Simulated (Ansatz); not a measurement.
Crystal: Hf2Pd2Se2Br2O3.

```
CELL_PARAMETERS angstrom
7.58666 -1.70971 -1.17576
7.58666 1.70971 -1.17576
-2.02446 0.00000 13.05155
ATOMIC_POSITIONS crystal
Hf 0.94514 0.94514 0.06144
Hf 0.60628 0.60628 0.28309
Pd 0.17920 0.17920 0.50964
Pd 0.32286 0.32286 0.74307
Se 0.92232 0.92232 0.84566
Se 0.78991 0.78991 0.58800
Br 0.58645 0.58645 0.04520
Br 0.24604 0.24604 0.28651
O 0.59701 0.59701 0.42127
O 0.38554 0.38554 0.07302
O 0.03094 0.03094 0.22169
```

The cell was built by a generator and needn't be a form met in nature.

Base run:

```yaml
Program: Ansatz 0.2.0
Functional: PBE
Potentials_or_basis: Ansatz PAW
Cutoff: "420 eV (not typed: the program's choice for these potentials)"
k_mesh: 8 × 8 × 2
Occupations: fermi-dirac, width 0.05 eV
Spin: no spin polarisation
```

Its results: band gap on the k mesh 0.84 eV, indirect (least direct gap 0.88 eV); pressure 0.0 GPa; largest force 0.006 eV/Å.

Task: The run is repeated on the same cell with these changes: functional from PBE to HSE06; k mesh from 8 × 8 × 2 to 4 × 4 × 1. What comes out?

Result: Band gap on the k mesh 1.78 eV, indirect (least direct gap 1.80 eV); pressure -1.6 GPa; largest force 0.605 eV/Å.

Several settings changed at once, so the effect can't be laid on one alone.

Caveats: some runs use coarse meshes; spin-orbit coupling is left out, which moves the levels of the heavy elements; the k mesh misses the band edges, so the gap on the mesh is wider than the one along the path (some runs); the PAW data sets come from PBE, with cores solved anew for the run's functional, which leaves a small shift of forces and pressure (some runs); the thresholds are loose for stress (some runs).
